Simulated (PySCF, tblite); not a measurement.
# C3H8NOSi radical: geometry, infrared bands and EPR parameters

Aim: predict the infrared bands and EPR parameters of C3H8NOSi radical (`[CH2]/N=C/[SiH2]OC`).

Computed with tblite 0.8.0 and PySCF 2.14.0, with density-fitted response routines of our own, on a single molecule in the gas phase. Atoms count from 0, in the outputs and in this text.

## (1) The starting structure

14 atoms, charge 0, multiplicity 2; geometry from: force field or distance geometry start.

Bonds of the start (Å): C0–N1 1.45, N1–C2 1.27, C2–Si3 1.84, Si3–O4 1.69, O4–C5 1.40, C0–H6 1.11, C0–H7 1.11, C2–H8 1.10, Si3–H9 1.50, Si3–H10 1.48, C5–H11 1.10, C5–H12 1.11, C5–H13 1.10.

## (2) Optimising the geometry with GFN2-xTB

Job settings and geometry (Å):

```
{"job": {"kind": "relax", "xc": "GFN2-xTB", "basis": "xTB"}, "charge": 0, "multiplicity": 2}
C      2.719000     1.018100     0.195400
N      1.315000     0.674600     0.301700
C      1.062200    -0.523100     0.652100
Si    -0.658600    -1.143700     0.838000
O     -1.830800     0.044900     1.096100
C     -2.212600     0.732900    -0.058400
H      3.394000     0.150300     0.313800
H      2.971500     1.489600    -0.778300
H      1.867700    -1.244400     0.842900
H     -0.627800    -1.960300     2.098100
H     -0.986800    -2.120400    -0.220600
H     -2.503300     0.066400    -0.882700
H     -1.432600     1.461600    -0.374100
H     -3.077600     1.353100     0.233900
```

Run with:

```sh
$ OMP_NUM_THREADS=1 python probes_run.py task.json out
```

One launch serves the whole session: the jobs run in the order shown.

**Question.** This job is followed by: GFN2-xTB harmonic vibrations, gas phase; UKS B3LYP, pcH-1 on C H N O Si, non-relativistic, mean-field spin-orbit, GIAO. Predict these results of the whole session: strongest single infrared mode (GFN2-xTB); zero-point energy (GFN2-xTB); g(iso) (B3LYP); ⟨S²⟩; largest a(iso) (averaged by class); potential on the surface of density 0.002 e/bohr³, 1st and 99th percentile.

**Answer**, as computed:

```
                                                                  quantity                  value
                                 strongest single infrared mode (GFN2-xTB)  2160 cm⁻¹, 333 km/mol
                                              zero-point energy (GFN2-xTB)          63.6 kcal/mol
                                                            g(iso) (B3LYP)                2.00232
                                                                      ⟨S²⟩     0.764 (exact 0.75)
                                        largest a(iso) (averaged by class)    13C on C2, 67.8 MHz
potential on the surface of density 0.002 e/bohr³, 1st and 99th percentile     -1.34 V and 1.08 V
```

In words: Relaxing lowered the energy by 1.345 eV in 96 steps; the close pair that moved most is C0–N1, from 1.449 to 1.280 Å. No mode is imaginary among the 36: a minimum at this level. The strongest single mode, at 2160 cm⁻¹, moves mainly H10. Unscaled tight-binding wavenumbers are off by several per cent, some by more. Its intensities can rank the bands wrongly. The largest spin populations lie on C2 (0.57 e), C0 (0.46 e). The isotropic g lies 0.0 ppt below the free-electron value. These values are for one conformer; the search (at its own cheap level) found 2 more, at 0.00, 0.80 kcal/mol (those within 0.05 may be mirror or relabelled copies), and measured spectra average over such forms.
